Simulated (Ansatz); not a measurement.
# AsH₃SSi (SMILES [SiH2]1S[AsH]1): functionals against CCSD(T) at one geometry

An exercise on one series of results from a longer session: the logs are not shown, and one member is left open.

The runs use Ansatz 0.2.0, Gaussian basis; single points in def2-TZVPP.

Cores are frozen in the correlated methods. Filled d shells of the heavier atoms are correlated. B3LYP uses VWN-RPA correlation.

## The starting structure

SMILES `[SiH2]1S[AsH]1`, 6 atoms, charge 0, spin multiplicity 1.

Atoms are counted from 1 here; the program's logs count them from 0.

Bond lengths: Si1–S2 2.369 Å, Si1–As3 2.217 Å, Si1–H4 1.472 Å, Si1–H5 1.450 Å, S2–As3 2.305 Å, As3–H6 1.268 Å. Angles: S2–Si1–As3 60.2°, S2–Si1–H4 119.8°, S2–Si1–H5 105.1°, As3–Si1–H4 119.7°, As3–Si1–H5 114.6°, H4–Si1–H5 121.2°, Si1–S2–As3 56.6°, Si1–As3–S2 63.2°, Si1–As3–H6 105.6°, S2–As3–H6 96.5°.

As a file:

```xyz
6
charge 0, multiplicity 1
Si   -0.67040    0.11300   -0.60550
S     1.30410   -1.17010   -0.34620
As    0.14530   -0.25470    1.42310
H    -1.92050   -0.54430   -1.02030
H    -0.23640    1.35440   -1.21530
H     0.95080    0.69890    1.64510
```

Set-up of the first run:

run/in.yaml reads:

```yaml
crystal:
  periodic: [false, false, false]
  atoms:
    - {symbol: Si, position_ang: [-0.670400, 0.113000, -0.605500]}
    - {symbol: S, position_ang: [1.304100, -1.170100, -0.346200]}
    - {symbol: As, position_ang: [0.145300, -0.254700, 1.423100]}
    - {symbol: H, position_ang: [-1.920500, -0.544300, -1.020300]}
    - {symbol: H, position_ang: [-0.236400, 1.354400, -1.215300]}
    - {symbol: H, position_ang: [0.950800, 0.698900, 1.645100]}
basis:
  gaussian: {orbitals: def2-TZVPP}
correlation: {method: ccsd_t}
output: {forces: true}
```

No record of the launch command was kept for these runs.

Steps of the session up to this table: CCSD(T)/def2-TZVPP; PBE0-D4/def2-TZVPP; wB97M-V/def2-TZVPP; r2SCAN-D4/def2-TZVPP; PBE-D4/def2-TZVPP; SPW92/def2-TZVPP; B3LYP-D4/def2-TZVPP.

One of the session's tables, all rows but one given; the rest of the session is left out.

```
   method  RMS force component (eV/Å)  angle to CCSD(T) forces (°)  dipole (D)
  CCSD(T)                       2.863                    reference        2.64
  PBE0-D4                       2.952                          2.0        2.69
  wB97M-V                       2.904                          2.1        2.80
r2SCAN-D4                       2.912                          1.2        2.64
   PBE-D4                       2.974                          2.3        2.46
    SPW92                       2.944                          3.5        2.50
 B3LYP-D4                           ?                            ?           ?
```

Q: Estimate the row for B3LYP-D4 from the others.

As computed: RMS force component (eV/Å): 2.909; angle to CCSD(T) forces (°): 1.6; dipole (D): 2.68. In the column «RMS force component (eV/Å)» it lies between wB97M-V (2.904) and r2SCAN-D4 (2.912).
